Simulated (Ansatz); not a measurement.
# BFGe: the cost of one run

The runs use Ansatz 0.2.0, Gaussian basis; def2-QZVPP, all electrons in the functionals, frozen cores in the correlation of double hybrids and RPA.

The runs, in order: wB97M-V, B2PLYP, at charge 0, triplet; charge 0, singlet; charge 0, quintet; charge 1, doublet; charge 1, quartet.

10 further runs of the same task are left out: 10 set aside as unsound or not needed.

## (1) What is computed

The geometry is a PBE0/def2-TZVP stationary point (not a proven minimum). No spin-orbit coupling is included. The filled d shell of Ge may be among the frozen orbitals whatever the setting's name suggests; the logs give the count.

3 atoms, charge 0, spin multiplicity 3.

Atoms are counted from 1 here; the program's logs count them from 0.

Bond lengths: F1–B2 1.280 Å, B2–Ge3 1.971 Å. Angles: F1–B2–Ge3 180.0°.

No dispersion term is added; wB97M-V holds VV10 nonlocal correlation.

The geometry shown and the zero of energy belong to the point charge 0, triplet. The yardstick, RCCSD(T), and other wave-function levels (R restricted, U unrestricted, valence and pair active spaces) come from earlier runs.

## (2) wB97M-V, charge 0, triplet

Contents of in.yaml:

```yaml
crystal:
  periodic: [false, false, false]
  atoms:
    - {symbol: F, position_ang: [0.000000, 0.000000, -1.510700]}
    - {symbol: B, position_ang: [0.000000, 0.000000, -0.230200]}
    - {symbol: Ge, position_ang: [0.000000, 0.000000, 1.740900]}
basis:
  gaussian: {orbitals: "def2-QZVPP.json"}
magnetization: {spin_polarized: true, initial_magnetization: 2}
hamiltonian: {xc: {name: wB97M-V}}
output: {orbitals: {seedname: orbitals}}
```

Launch:

```
> ansatz run in.yaml --threads 1 --pin off --events-out ev --progress --plain --max-ram 2393MiB
```

What time and memory should one allow on 1 thread of Arm Neoverse V1, shared host?

About 32 s, with a peak of 0.6 GiB.
